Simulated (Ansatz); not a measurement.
# C8H18Cl2Si: up Jacob's ladder to CCSD(T)

How much do the methods differ for C8H18Cl2Si? The plan is to run it at one geometry with functionals of several rungs and with coupled cluster, and see how far each lands from CCSD(T) at the basis-set limit for the atomisation energy.

Method: functionals in def2-TZVPP, the program's frozen cores in correlated methods; program: Ansatz 0.2.0, Gaussian basis.

The runs, in order: LDA (SPW92), PBE-D4, revPBE-D4, BLYP-D4, r2SCAN-D4, B97M-V, PBE0-D4, B3LYP-D4, r2SCANh-D4, r2SCAN0-D4, HSE06-D4, BHLYP-D4, CAM-B3LYP-D4, LC-ωPBE, ωB97X-V, ωB97M-V, B2PLYP, PBE-QIDH; CCSD(T)/def2-SVP; CCSD(T)/def2-TZVPP; MP2/def2-QZVPP; extrapolation to the limit; RPA on PBE.

## Step 1: Structure used throughout

All runs share one geometry, relaxed beforehand with PBE0-D4 in a triple-zeta def2 set.

SMILES `CC(C)(C)[Si](Cl)(Cl)C(C)(C)C`, 29 atoms, charge 0, spin multiplicity 1.

Atoms are counted from 1 here; the program's logs count them from 0.

Bond lengths: C1–C2 1.529 Å, C1–H12 1.093 Å, C1–H13 1.092 Å, C1–H14 1.096 Å, C2–C3 1.530 Å, C2–C4 1.532 Å, C2–Si5 1.897 Å, C3–H15 1.092 Å, C3–H16 1.091 Å, C3–H17 1.096 Å, C4–H18 1.096 Å, C4–H19 1.092 Å, C4–H20 1.092 Å, Si5–Cl6 2.070 Å, Si5–Cl7 2.070 Å, Si5–C8 1.897 Å, C8–C9 1.532 Å, C8–C10 1.530 Å and more. Angles: C2–C1–H12 112.1°, C2–C1–H13 112.2°, C2–C1–H14 109.3°, H12–C1–H13 108.2°, H12–C1–H14 107.6°, H13–C1–H14 107.3°, C1–C2–C3 109.7°, C1–C2–C4 108.9°, C1–C2–Si5 110.6°, C3–C2–C4 108.7°, C3–C2–Si5 110.7°, C4–C2–Si5 108.1°, C2–C3–H15 112.0°, C2–C3–H16 112.4°, C2–C3–H17 109.2°, H15–C3–H16 108.2°, H15–C3–H17 107.6°, H16–C3–H17 107.3° and more.

## Step 2: LDA

This LDA is Slater exchange with PW92 correlation.

Input file in.yaml:

```yaml
crystal:
  periodic: [false, false, false]
  atoms:
    - {symbol: C, position_ang: [-1.706052, 0.370202, 1.511889]}
    - {symbol: C, position_ang: [-0.446494, 1.141024, 1.113749]}
    - {symbol: C, position_ang: [0.685723, 0.818493, 2.090424]}
    - {symbol: C, position_ang: [-0.741571, 2.642287, 1.182838]}
    - {symbol: Si, position_ang: [0.060610, 0.720506, -0.664799]}
    - {symbol: Cl, position_ang: [1.735951, 1.858134, -1.092068]}
    - {symbol: Cl, position_ang: [-1.456145, 1.389460, -1.903942]}
    - {symbol: C, position_ang: [0.448225, -1.060802, -1.188160]}
    - {symbol: C, position_ang: [0.875739, -1.043108, -2.658721]}
    - {symbol: C, position_ang: [-0.789939, -1.948049, -1.048220]}
    - {symbol: C, position_ang: [1.590454, -1.633325, -0.347509]}
    - {symbol: H, position_ang: [-2.525610, 0.530305, 0.807178]}
    - {symbol: H, position_ang: [-1.525799, -0.703840, 1.588102]}
    - {symbol: H, position_ang: [-2.043974, 0.713728, 2.495992]}
    - {symbol: H, position_ang: [1.612656, 1.331586, 1.824790]}
    - {symbol: H, position_ang: [0.893515, -0.251438, 2.147588]}
    - {symbol: H, position_ang: [0.399542, 1.149455, 3.095027]}
    - {symbol: H, position_ang: [-1.023044, 2.902924, 2.209207]}
    - {symbol: H, position_ang: [-1.566333, 2.927063, 0.526851]}
    - {symbol: H, position_ang: [0.130458, 3.241731, 0.913249]}
    - {symbol: H, position_ang: [1.090462, -2.068603, -2.979417]}
    - {symbol: H, position_ang: [0.090418, -0.648127, -3.306563]}
    - {symbol: H, position_ang: [1.777281, -0.447717, -2.814887]}
    - {symbol: H, position_ang: [-1.101141, -2.066823, -0.008878]}
    - {symbol: H, position_ang: [-0.562593, -2.946974, -1.436969]}
    - {symbol: H, position_ang: [-1.638116, -1.557788, -1.615081]}
    - {symbol: H, position_ang: [1.871897, -2.616147, -0.741856]}
    - {symbol: H, position_ang: [1.304437, -1.773155, 0.696766]}
    - {symbol: H, position_ang: [2.479745, -0.999105, -0.376578]}
basis:
  gaussian: {orbitals: def2-TZVPP}
hamiltonian: {xc: lda}
output: {orbitals: {seedname: orbitals}}
```

The run is started by

```console
ansatz run in.yaml --threads 10 --pin off --events-out ev --progress --plain --max-ram 110592MiB --backend cuda --devices 0, --max-vram 75GiB
```

After this run come: PBE-D4 (GGA); revPBE-D4 (GGA); BLYP-D4 (GGA); r2SCAN-D4 (meta-GGA); B97M-V (meta-GGA); B3LYP-D4 (hybrid); r2SCANh-D4 (hybrid); r2SCAN0-D4 (hybrid); HSE06-D4 (hybrid); BHLYP-D4 (hybrid); CAM-B3LYP-D4 (range-separated); LC-ωPBE (range-separated); ωB97X-V (range-separated); ωB97M-V (range-separated); B2PLYP (double hybrid); PBE-QIDH (double hybrid); CCSD(T) in def2-SVP; CCSD(T) in def2-TZVPP; MP2 in def2-QZVPP; RPA on PBE orbitals.

**Question.** What will the summary of the whole plan be? Wanted: atomisation energy, CCSD(T)/CBS; farthest beyond LDA; mean size of error, GGA; mean size of error, meta-GGA; mean size of error, hybrid; mean size of error, range-separated; mean size of error, double hybrid; gap, smallest and largest; T1 diagnostic.

**Answer**, as computed:

```
                               quantity                                                                                                              value
        atomisation energy, CCSD(T)/CBS                                                                                                     11437.4 kJ/mol
 functionals within 57.2 kJ/mol (0.5 %)  revPBE-D4, r2SCAN-D4, B97M-V, B3LYP-D4, r2SCANh-D4, r2SCAN0-D4, CAM-B3LYP-D4, LC-ωPBE, ωB97X-V, ωB97M-V, PBE-QIDH
                    farthest beyond LDA                                                                                           BHLYP-D4 (-240.2 kJ/mol)
                mean size of error, GGA                                                                                                       107.6 kJ/mol
           mean size of error, meta-GGA                                                                                                        34.1 kJ/mol
             mean size of error, hybrid                                                                                                        80.9 kJ/mol
    mean size of error, range-separated                                                                                                        33.2 kJ/mol
      mean size of error, double hybrid                                                                                                        78.6 kJ/mol
              gap, smallest and largest                                                                          6.24 eV (LDA (SPW92)), 13.23 eV (LC-ωPBE)
                          T1 diagnostic                                                                                                             0.0093
triples share of the correlation energy                                                                                                              4.1 %
```

**Reading.** LDA overbinds by 1499.8 kJ/mol (13 %). PBE-D4 misses by +182.1 kJ/mol. Double hybrids carry the basis error of their MP2 part in triple zeta, and no dispersion term here, so their miss is partly the set-up's. The rungs range-separated, meta-GGA miss on average by less than the doubt on the reference (57.2 kJ/mol), so they tie. The reference freezes the cores and leaves out relativity and excitations past (T), so misses under about 57.2 kJ/mol can't be ranked. Hartree-Fock recovers 76 % of the binding; the rest is correlation. CCSD(T) in def2-SVP is off by -470.5 kJ/mol, more than most functionals: a good method in a small basis is no reference. Orbital gaps span 6.2 to 13.2 eV; exact exchange widens them.
